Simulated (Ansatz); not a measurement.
# W: the cost of one run

Method: DFT LDA, scalar-relativistic, plane waves, PAW, in Ansatz 0.2.0.

The COD cell was measured well above room temperature, so it is larger than a cold one.

## Step 1: The starting structure

Symmetry: Im-3m, No. 229, cubic system. Conventional cell: a = 3.195 Å, b = 3.195 Å, c = 3.195 Å, α = 90.00°, β = 90.00°, γ = 90.00°. Around W (site symmetry m-3m) lie 8 W at 2.77 Å.

Structure file:

```
CELL_PARAMETERS angstrom
-1.59730 1.59730 1.59730
1.59730 -1.59730 1.59730
1.59730 1.59730 -1.59730
ATOMIC_POSITIONS crystal
W 0.00000 0.00000 0.00000
```

No relaxation comes first: the listed cell is the starting point.

## Step 2: The undisturbed cell

The input, input.yaml:

```yaml
crystal:
  lattice:
    - [-1.5973, 1.5973, 1.5973]
    - [1.5973, -1.5973, 1.5973]
    - [1.5973, 1.5973, -1.5973]
  atoms:
    - { symbol: W, position: [0.0, 0.0, 0.0] }
basis:
  ecutwfc: 420
kpoints:
  mp_grid: { grid: [24, 24, 24] }
hamiltonian:
  xc: lda
scf:
  occupations: { method: gaussian, width: 0.15 }
output:
  forces: true
  stress: true
  eigenvalues: true
```

**Question.** How long does this run take on 1 thread of an Arm CPU, shared host, and how much memory does it need?

About 5.6 s, with a peak of 0.34 GiB.
